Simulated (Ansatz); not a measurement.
# Si4B: a trial structure relaxed

The task: take a trial cell of Si4B to zero force and stress.

Computed with Ansatz 0.2.0 (DFT PBE, scalar-relativistic, plane waves, PAW, unless a step's input says otherwise).

## (1) The system as given

The structure is hexagonal, space group P6/mmm (No. 191). The conventional cell has a = 4.020 Å, b = 4.020 Å, c = 5.944 Å, α = 90.00°, β = 90.00°, γ = 120.00°. Si (site symmetry 6mm) is surrounded by 1 B at 1.91 Å and 1 Si at 2.12 Å. Si (site symmetry -6m2) has 9 Si at 2.32 to 2.55 Å in its first shell of neighbours. B (site symmetry 6/mmm) has 2 Si at 1.91 Å in its first shell of neighbours.

Structure file:

```
Si B
1.0
     4.01984    0.00000    0.00000
    -2.00992    3.48128    0.00000
     0.00000    0.00000    5.94423
Si B
4 1
Cartesian
  0.0000 0.0000 1.0622
  0.0000 0.0000 4.8820
  0.0000 2.3209 0.0000
  2.0099 1.1604 0.0000
  0.0000 0.0000 2.9721
```

The cell is invented: random cell by space group and Wyckoff sites (P6/mmm, No. 191). Its size is a rough estimate.

## (2) Probe: one point on a coarse mesh

input.yaml

```yaml
crystal:
  lattice:
    - [4.01983854, 0.0, 0.0]
    - [-2.00991927, 3.4812823, 0.0]
    - [0.0, 0.0, 5.94422714]
  atoms:
    - { symbol: Si, position: [0.0, 0.0, 0.17869145] }
    - { symbol: Si, position: [0.0, 0.0, 0.82130855] }
    - { symbol: Si, position: [0.33333333, 0.66666667, 0.0] }
    - { symbol: Si, position: [0.66666667, 0.33333333, 0.0] }
    - { symbol: B, position: [0.0, 0.0, 0.5] }
basis:
  ecutwfc: 420
kpoints:
  mp_grid: { grid: [6, 6, 4] }
hamiltonian:
  xc: pbe
scf:
  occupations: { method: gaussian, width: 0.1 }
  lower_state_search: "off"
output:
  forces: true
  stress: true
  eigenvalues: true
```

The run is started by

```
ansatz run input.yaml --threads 1 --pin off --max-ram 2560MiB --backend cpu --events-out ev --progress --plain --runs-dir out
```

Further runs follow: rough relaxation on the coarse mesh; final relaxation.

Before running it: what results should come out? Wanted: conventional cell; volume; energy over the elements; gap on the mesh.

**Answer**, as computed:

| quantity | value |
| --- | --- |
| symmetry at the end (tolerance 0.05 Å) | space group P6/mmm (No. 191) |
| conventional cell | a = 4.077 Å, b = 4.077 Å, c = 6.575 Å, α = 90.00°, β = 90.00°, γ = 120.00° |
| volume | 18.93 Å³/atom |
| energy over the elements | +1.03 eV/atom |
| gap on the mesh | none (metal) |

**Reading.** The space group P6/mmm (No. 191) is kept, and the volume per atom grows by 13.8 % from the first guess. With a positive formation energy it can't be a ground state. No finished test with a distortion of lower symmetry is shown, so the end may be a saddle point.
